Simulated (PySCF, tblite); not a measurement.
**C₇H₁₃O₂P: geometry, infrared bands and NMR shifts**

What infrared bands and NMR shifts should C₇H₁₃O₂P (`COC1=C(C)C[P@](C)(=O)C1`) show?

Programs: tblite 0.8.0 and PySCF 2.14.0, with density-fitted response routines of our own. Each step states its level of theory. These are calculated values for one molecule in the gas phase, unless marked as measured. Atoms are numbered from 0 throughout.

## 1. The molecule as given

23 atoms, charge 0, multiplicity 1; geometry from: force field or distance geometry start.

Bonds of the start (Å): C0–O1 1.42, O1–C2 1.40, C2–C3 1.34, C3–C4 1.49, C3–C5 1.51, C5–P6 1.80, P6–C7 1.78, P6–O8 1.51, P6–C9 1.79, C9–C2 1.49, C0–H10 1.10, C0–H11 1.10, C0–H12 1.09, C4–H13 1.09, C4–H14 1.10, C4–H15 1.09, C5–H16 1.09, C5–H17 1.10, C7–H18 1.09, C7–H19 1.10, C7–H20 1.10, C9–H21 1.10, C9–H22 1.10.

## 2. Relaxing the molecule with GFN2-xTB

The job: settings as JSON, then the geometry in Å.

```
{"job": {"kind": "relax", "xc": "GFN2-xTB", "basis": "xTB"}, "charge": 0, "multiplicity": 1}
C     -2.129800     2.187800     0.512200
O     -1.718800     1.178400    -0.400400
C     -0.660700     0.406200     0.081400
C     -0.632100    -0.916900    -0.097600
C     -1.699900    -1.757300    -0.716400
C      0.596100    -1.626900     0.412000
P      1.713500    -0.264000     0.780900
C      2.762700    -0.068000    -0.639200
O      2.463500    -0.392700     2.082700
C      0.514600     1.068500     0.724800
H     -3.073500     2.613400     0.127100
H     -2.339400     1.774100     1.509800
H     -1.403700     2.996700     0.579500
H     -2.056300    -2.510200    -0.019900
H     -2.562300    -1.150400    -1.040500
H     -1.306500    -2.268000    -1.593900
H      1.030300    -2.285100    -0.339700
H      0.367100    -2.209700     1.313700
H      3.368800     0.831100    -0.542500
H      3.429700    -0.930700    -0.741600
H      2.161700     0.018900    -1.555100
H      0.889400     1.910900     0.127100
H      0.280900     1.420900     1.742400
```

Launch:

```console
OMP_NUM_THREADS=1 python probes_run.py task.json out
```

This one command runs all jobs of the session in turn.

**Question.** This job is followed by: GFN2-xTB harmonic vibrations, gas phase; GIAO PBE0/pcSseg-1 NMR shielding, non-relativistic, gas phase. What will the session give for the following? strongest single infrared mode (GFN2-xTB); zero-point energy (GFN2-xTB); 13C shifts against TMS (PBE0/pcSseg-1); 1H shifts against TMS (PBE0/pcSseg-1, means over atoms taken as alike); 17O shifts against H2O (PBE0/pcSseg-1); 31P shifts against H3PO4 (PBE0/pcSseg-1).

As calculated:

| quantity | value |
| --- | --- |
| strongest single infrared mode (GFN2-xTB) | 1276 cm⁻¹, 282 km/mol |
| zero-point energy (GFN2-xTB) | 116.6 kcal/mol |
| 13C shifts against TMS (PBE0/pcSseg-1) | 153.8, 113.5, 57.2, 40.8, 32.9, 16.8, 15.7 ppm |
| 1H shifts against TMS (PBE0/pcSseg-1, means over atoms taken as alike) | 3.74, 2.75, 2.70, 2.36, 1.99, 1.70, 1.31 ppm |
| 17O shifts against H2O (PBE0/pcSseg-1) | 124.6, 93.6 ppm |
| 31P shifts against H3PO4 (PBE0/pcSseg-1) | 28.6 ppm |

The optimisation took 105 steps and gained 0.217 eV; among the close pairs (by a distance rule), P6–C7 changed most, from 1.776 to 1.830 Å. No mode is imaginary among the 63: a minimum at this level. The strongest single mode, at 1276 cm⁻¹, moves mainly O8 and P6. Unscaled tight-binding wavenumbers are off by several per cent, some by more. Its intensities can rank the bands wrongly. C2 (alkene carbon bearing oxygen) lies farthest downfield among carbon, at 153.8 ppm; an sp2 carbon further deshielded by the attached heteroatom. H10, H11, H12 (mean) (hydrogen on a methyl carbon bonded to O) lies farthest downfield among hydrogen, at 3.74 ppm; its carbon carries O, which withdraws density. At PBE0/pcSseg-1: Shielding is most anisotropic at P6 (span 291 ppm, paramagnetic term -673 ppm).
